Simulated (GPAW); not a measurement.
# HfB (Fm-3m) in GPAW: a series of runs, part 2 of 2

GPAW 26.7.0. The steps go on from the part before.

## 3. Band structure, PBEsol

The input, run.py:

```python
from ase import Atoms
from ase.dft.bandgap import bandgap
from ase.io import write
from ase.units import GPa
from gpaw import GPAW, PW, setup_paths

setup_paths.insert(0, '.')

atoms = Atoms(['Hf', 'B'],
              cell=[[0.0, 2.31, 2.31],
                    [2.31, 0.0, 2.31],
                    [2.31, 2.31, 0.0]],
              scaled_positions=[[0.5, 0.5, 0.5],
                                [0.0, 0.0, 0.0]],
              pbc=True)

calc = GPAW(mode=PW(800),
            xc='PBEsol',
            kpts={'size': (10, 10, 10), 'gamma': True},
            occupations={'name': 'fermi-dirac', 'width': 0.05},
            nbands=17,
            convergence={'density': 1e-05, 'energy': 1e-05},
            maxiter=150,
            txt='gpaw.txt')
atoms.calc = calc
energy = atoms.get_potential_energy()
forces = atoms.get_forces()
stress = atoms.get_stress()
calc.write('gs.gpw')
write('result.traj', atoms)
print(f'Energy: {energy:.6f} eV')
print('Forces (eV/A):')
print(forces.round(4))
print('Stress (GPa):', (stress / GPa).round(3))
print('Fermi level:', round(calc.get_fermi_level(), 4), 'eV')
print(f'Gap: {bandgap(calc)[0]:.4f} eV, direct: {bandgap(calc, direct=True)[0]:.4f} eV')

path = atoms.cell.bandpath('GXWKGLUWLK,UX', npoints=60, eps=1e-4)
bs_calc = calc.fixed_density(kpts=path, symmetry='off', nbands=26,
                             convergence={'bands': 'CBM+6.0', 'eigenstates': 1e-6}, txt='bands.txt')
bs = bs_calc.band_structure()
bs.write('bs.json')
print(f'Gap on the path: {bandgap(bs_calc)[0]:.4f} eV')
```

Potentials or basis: PAW data sets generated in the run's folder for this functional, pw.

Run with:

```
gpaw-setup -f PBEsol B Hf
OMP_NUM_THREADS=1 python run.py
```

Wall time 36 s (1 thread of AMD EPYC 7R43 (Zen 3), shared host); peak memory 0.25 GiB.

Results (log left out):

* Free energy: -15.7937 eV
* Pressure: 25.6 GPa
* Band gap along the path: none (metal or under the smearing width)

Levels at the corners of the path, in eV from the Fermi level:
```
point  band 5  band 6  band 7  band 8  band 9  band 10  band 11  band 12
    Γ   -9.52    2.16    2.16    2.16    4.05     4.05     4.05     4.22
    X   -6.68   -1.13   -0.90    2.42    2.42     6.25     7.86     7.86
    W   -5.60   -1.32   -1.32   -1.27    5.53     5.53     7.87     8.04
    K   -5.80   -2.15   -1.18    0.31    3.13     6.82     8.00    10.02
    Γ   -9.52    2.16    2.16    2.16    4.05     4.05     4.05     4.22
    L   -5.01   -4.00   -1.35   -1.35    6.50     6.50     7.57     8.55
    U   -5.80   -2.15   -1.18    0.31    3.13     6.82     8.00    10.02
    W   -5.60   -1.32   -1.32   -1.27    5.53     5.53     7.87     8.04
    L   -5.01   -4.00   -1.35   -1.35    6.50     6.50     7.57     8.55
    K   -5.80   -2.15   -1.18    0.31    3.13     6.82     8.00    10.02
    U   -5.80   -2.15   -1.18    0.31    3.13     6.82     8.00    10.02
    X   -6.68   -1.13   -0.90    2.42    2.42     6.25     7.86     7.86
```

Caveat: spin-orbit coupling is left out, which moves the levels of the heavy elements.

## 4. Band structure, PBEsol, spin-orbit coupling, no magnetisation

run.py: that of step 3 with these lines changed.

```diff
@@ -1 +1,2 @@
+import numpy as np
 from ase import Atoms
@@ -5,2 +6,3 @@
 from gpaw import GPAW, PW, setup_paths
+from gpaw.spinorbit import soc_eigenstates
 
@@ -43 +45,7 @@
 print(f'Gap on the path: {bandgap(bs_calc)[0]:.4f} eV')
+
+soc = soc_eigenstates(bs_calc, theta=0, phi=0)
+np.savetxt('soc_bands.dat', soc.eigenvalues(), fmt='%.4f')
+mesh = soc_eigenstates('gs.gpw', theta=0, phi=0)
+np.savetxt('soc_mesh.dat', mesh.eigenvalues(), fmt='%.4f')
+print('Fermi level with spin-orbit coupling:', round(mesh.fermi_level, 4), 'eV')
```

Potentials or basis: PAW data sets generated in the run's folder for this functional, pw.

Run with:

```
gpaw-setup -f PBEsol B Hf
OMP_NUM_THREADS=1 python run.py
```

gpaw.txt:

```text
__  _  _
 | _ |_)|_||  |
 |__||  | ||/\| - 26.7.0

Input parameters:
  mode=PW(ecut=800.0),
  convergence={'density': 1e-05, 'energy': 1e-05},
  kpts=MonkhorstPack(size=(10, 10, 10), gamma=True),
  maxiter=150,
  nbands=17,
  occupations=Occupations(name='fermi-dirac', width=0.05),
  xc=XC(name='PBEsol')

Diagonalizing LCAO Hamiltonian
Converting LCAO to pw mode

               Hf

       B

Atoms  # Å, Bohr magnetons
|   | symbol |        x |        y |        z |    initial magnetic moments |
|---|--------|----------|----------|----------|-----------------------------|
| 0 |     Hf | 2.310000 | 2.310000 | 2.310000 | ( 0.0000,  0.0000,  0.0000) |
| 1 |      B | 0.000000 | 0.000000 | 0.000000 | ( 0.0000,  0.0000,  0.0000) |

Unit cell  # Å
| periodic |        x |        y |        z |  lengths |    angles |
|----------|----------|----------|----------|----------|-----------|
|      yes | 0.000000 | 2.310000 | 2.310000 | 3.266833 | 60.000000 |
|      yes | 2.310000 | 0.000000 | 2.310000 | 3.266833 | 60.000000 |
|      yes | 2.310000 | 2.310000 | 0.000000 | 3.266833 | 60.000000 |

Number of symmetries: 48
Symmetry operations  # r_c * U_cc + t_c -> r_c
|    | kind |            matrix            |
|----|------|------------------------------|
|  0 |  σ   |  1, 0, 0,  1, 0,-1,  1,-1, 0 |
|  1 |  C2  |  1, 0, 0,  1,-1, 0,  1, 0,-1 |
|  2 |  E   |  1, 0, 0,  0, 1, 0,  0, 0, 1 |
|  3 |  σ   |  1, 0, 0,  0, 0, 1,  0, 1, 0 |
|  4 |  C4  |  1, 0,-1,  1, 0, 0,  1,-1, 0 |
|  5 |  S6  |  1, 0,-1,  1,-1, 0,  1, 0, 0 |
[... 157 lines left out ...]

occupation numbers:
  Fermi-Dirac:
    width: 0.0500  # eV

poisson solver:
  ecut: 6400.0  # eV

xc functional:
  name: PBEsol with 2 nearest neighbor stencil

convergence criteria:
[... 6 lines left out ...]
|iter     | |      energy | eigst |  dens |
|---------|-|-------------|-------|-------|
|iter:   1| |  -16.590308 | -0.29 |       |
|iter:   2| |  -16.394562 | -2.63 | -0.98 |
|iter:   3| |  -15.768320 | -1.59 | -1.03 |
|iter:   4| |  -15.782787 | -3.58 | -1.86 |
|iter:   5| |  -15.788370 | -4.01 | -2.15 |
|iter:   6| |  -15.788367 | -6.32 | -3.47 |
|iter:   7| |  -15.788366c| -7.62c| -4.05 |
|iter:   8| |  -15.788366c| -7.52c| -4.66 |
|iter:   9| |  -15.788366c| -8.66c| -5.78c|

Converged in 9 steps
Energy contributions relative to reference atoms: (reference = -410428.232663)

Energy contributions:
  Kinetic:          34.308486
  Coulomb:         -30.063317
  Zero:             -0.484974
  External:          0.000000
  Xc:              -19.543274
  Entropy:          -0.010574
  Spinorbit:         0.000000
  ----------------------------
  Free energy:     -15.793653
  Extrapolated:    -15.788366

dipole moment: (-7.119196, -7.119196, -7.119196)  # |e|*Ang

Fermi level: 10.276
Eigenvalues  # (at kpt = [0.000, 0.000, 0.000])
| band index |      eig [eV] | occ [0-2] |
|------------|---------------|-----------|
|          0 |       -49.277 |     2.000 |
|          1 |       -18.008 |     2.000 |
|          2 |       -18.008 |     2.000 |
|          3 |       -18.008 |     2.000 |
|          4 |         0.760 |     2.000 |
|          5 |        12.439 |     0.000 |
|          6 |        12.439 |     0.000 |
|          7 |        12.439 |     0.000 |
|          8 |        14.323 |     0.000 |
|          9 |        14.323 |     0.000 |
|         10 |        14.323 |     0.000 |
|         11 |        14.494 |     0.000 |
|         12 |        14.494 |     0.000 |
|        ... |               |           |
|         16 |        35.828 |     0.000 |

No gap
No difference between direct/indirect transitions

Forces  # eV/Ang
|       x |        y |        z |
|---------|----------|----------|
| 0.00000 |  0.00000 |  0.00000 |  # Hf   0
| 0.00000 | -0.00000 | -0.00000 |  # B    1

Stress tensor  # eV/Ang^3
|         x |         y |         z |
|-----------|-----------|-----------|
| -0.159708 |  0.000000 |  0.000000 |
|  0.000000 | -0.159708 |  0.000000 |
|  0.000000 |  0.000000 | -0.159708 |

# Writing to gs.gpw (mode='')
```

stdout:

```text
Energy: -15.788366 eV
Forces (eV/A):
[[ 0.  0.  0.]
 [ 0. -0. -0.]]
Stress (GPa): [-25.588 -25.588 -25.588   0.      0.      0.   ]
Fermi level: 10.2758 eV
Gap: 0.0000 eV, direct: 0.0000 eV
Gap on the path: 0.0000 eV
Fermi level with spin-orbit coupling: 10.3095 eV
```

bands.txt:

```text
Diagonalizing LCAO Hamiltonian
Converting LCAO to pw mode
convergence criteria:
- Maximum integral of absolute [eigenst]ate change: 1e-06 eV^2 / valence electron
maximum number of iterations: 150

SCF iterations
|iter     | |      energy | eigst |  dens |
|---------|-|-------------|-------|-------|
|iter:   1| |             | +0.27 |       |
[... 64 lines left out ...]
         [0.41071429, 0.41071429, 0.67857143],
         [0.39285714, 0.39285714, 0.71428571],
         [0.375     , 0.375     , 0.75      ],
         [0.625     , 0.25      , 0.625     ],
         [0.59375   , 0.1875    , 0.59375   ],
         [0.5625    , 0.125     , 0.5625    ],
         [0.53125   , 0.0625    , 0.53125   ],
         [0.5       , 0.        , 0.5       ]])),
  maxiter=150,
  nbands=26,
  occupations=Occupations(name='fermi-dirac', width=0.05),
  symmetry=Symmetry(point_group=False, time_reversal=False),
  xc=XC(name='PBEsol')
```

It took 40 s on 1 thread of AMD EPYC 7R43 (Zen 3), shared host; peak memory 0.3 GiB.

Results:

```
Free energy             : -15.7937 eV
Pressure                : 25.6 GPa
Band gap along the path : none (metal or under the smearing width)
```

Levels at the corners of the path, in eV from the Fermi level:
```tsv
point	band 13	band 14	band 15	band 16	band 17	band 18	band 19	band 20
Γ	2.01	2.01	2.30	2.30	3.82	3.82	4.12	4.12
X	-0.98	-0.98	2.24	2.24	2.77	2.77	6.18	6.18
W	-1.32	-1.32	-0.94	-0.94	5.45	5.45	5.55	5.55
K	-1.10	-1.10	0.34	0.34	3.10	3.10	6.75	6.75
Γ	2.01	2.01	2.30	2.30	3.82	3.82	4.12	4.12
L	-1.45	-1.45	-1.33	-1.33	6.40	6.40	6.46	6.46
U	-1.10	-1.10	0.34	0.34	3.10	3.10	6.75	6.75
W	-1.32	-1.32	-0.94	-0.94	5.45	5.45	5.55	5.55
L	-1.45	-1.45	-1.33	-1.33	6.40	6.40	6.46	6.46
K	-1.10	-1.10	0.34	0.34	3.10	3.10	6.75	6.75
U	-1.10	-1.10	0.34	0.34	3.10	3.10	6.75	6.75
X	-0.98	-0.98	2.24	2.24	2.77	2.77	6.18	6.18
```

Caveat: spin-orbit coupling was added after a scalar SCF, so levels and gaps hold it while energy, forces, pressure and moments don't; this program's spin-orbit splittings come out too wide for heavy elements.

## 5. Overview

| task | level | potentials or basis | spin | band path | band points | spin axis theta (degrees) | spin axis phi (degrees) | soc after scf | pressure (GPa) |
| --- | --- | --- | --- | --- | --- | --- | --- | --- | --- |
| equation of state | LDA | the program's PAW data sets (release 1.2.1) made for this functional, pw | off | - | - | - | - | - | - |
| band structure | PBEsol | PAW data sets generated in the run's folder for this functional, pw | off | GXWKGLUWLK,UX | 60 | - | - | - | 25.6 |
| band structure | PBEsol | PAW data sets generated in the run's folder for this functional, pw | SOC, no magnetisation | GXWKGLUWLK,UX | 60 | 0 | 0 | second variation | 25.6 |

Alike in all rows: cell as given; k mesh 10 × 10 × 10; cutoff (eV) 800; smearing fermi-dirac 0.05 eV.

Caveats: spin-orbit coupling is left out, which moves the levels of the heavy elements (some runs); spin-orbit coupling was added after a scalar SCF, so levels and gaps hold it while energy, forces, pressure and moments don't (some runs); this program's spin-orbit splittings come out too wide for heavy elements (some runs).

Total energies depend on the potentials used, so only differences within one code and one set of settings carry meaning.
